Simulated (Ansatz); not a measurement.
# H6N2Si: the cost of one run

Computed with Ansatz 0.2.0, Gaussian basis. Level: PBE0-D4/def2-TZVP structures, single points in def2-TZVPP, no counterpoise correction.

Levels: SPW92, PBE-D4, BLYP-D4, r2SCAN-D4, B97M-V, PBE0-D4, B3LYP-D4, r2SCAN0-D4, BHLYP-D4, CAM-B3LYP-D4, wB97X-V, wB97M-V, B2PLYP, PBE-QIDH, RPA on PBE, Hartree-Fock, MP2, CCSD, CCSD(T).

Cores are frozen in the correlated methods. B3LYP uses VWN-RPA correlation. B2PLYP carries no dispersion term here.

113 further runs of the same task are left out: 113 set aside as unsound or not needed.

**1. Starting geometry**

The complex: 14 atoms, charge 0, spin multiplicity 1.

Atoms are counted from 1 here; the program's logs count them from 0.

Bond lengths: Si1–N2 1.769 Å, Si1–H3 1.488 Å, Si1–H4 1.487 Å, Si1–N5 1.691 Å, N2–H10 1.014 Å, N2–H11 1.014 Å, N5–H12 1.005 Å, N5–H13 1.018 Å, H6–O7 0.973 Å, O7–H14 0.959 Å, H8–F9 0.990 Å. Angles: N2–Si1–H3 112.5°, N2–Si1–H4 102.1°, N2–Si1–N5 107.7°, H3–Si1–H4 109.3°, H3–Si1–N5 107.3°, H4–Si1–N5 118.1°, Si1–N2–H10 113.9°, Si1–N2–H11 114.3°, H10–N2–H11 108.3°, Si1–N5–H12 120.4°, Si1–N5–H13 121.9°, H12–N5–H13 113.2°, H6–O7–H14 105.4°.

Geometry (Å):

```xyz
14
FH9N2OSi
Si   -1.0202   -0.5847   -0.9599
N     0.3327   -1.5778   -0.3995
H    -1.4765   -0.9639   -2.3243
H    -2.0834   -0.9213    0.0245
N    -0.4839    1.0168   -1.0368
H     0.7623    1.0997    1.8414
O     0.4491    1.9888    1.6019
H     0.8736   -1.0140    0.9459
F     1.2019   -0.6363    1.8000
H     1.1286   -1.5789   -1.0277
H     0.0865   -2.5401   -0.1948
H    -0.7687    1.6127   -1.7945
H    -0.2054    1.5316   -0.2036
H     1.2034    2.5673    1.7274
```

Its parts: SiN₂H₆ holds atoms 1, 2, 3, 4, 5, 10, 11, 12, 13; H₂O holds atoms 6, 7, 14; HF holds atoms 8, 9. Each part counts its atoms afresh in its own runs.

**2. Relaxing SiN₂H₆ alone**

Input file relax-a/in.yaml:

```yaml
crystal:
  periodic: [false, false, false]
  atoms:
    - {symbol: Si, position_ang: [-1.020186, -0.584706, -0.959894]}
    - {symbol: N, position_ang: [0.332672, -1.577805, -0.399500]}
    - {symbol: H, position_ang: [-1.476504, -0.963941, -2.324334]}
    - {symbol: H, position_ang: [-2.083365, -0.921283, 0.024486]}
    - {symbol: N, position_ang: [-0.483889, 1.016775, -1.036797]}
    - {symbol: H, position_ang: [1.128592, -1.578863, -1.027657]}
    - {symbol: H, position_ang: [0.086496, -2.540078, -0.194838]}
    - {symbol: H, position_ang: [-0.768740, 1.612741, -1.794471]}
    - {symbol: H, position_ang: [-0.205356, 1.531636, -0.203587]}
basis:
  gaussian: {orbitals: def2-TZVP}
hamiltonian: {xc: pbe0, dispersion: d4}
relax: {f_tol: 0.005, max_steps: 200}
```

On the command line:

```
$ ansatz run in.yaml --threads 8 --pin off --events-out ev --progress --plain --max-ram 19148MiB
```

**Question.** How long does this run take on 8 threads of Intel Xeon at 2.50GHz, shared host, and how much memory does it need?

About 14 s, with a peak of 0.62 GiB.
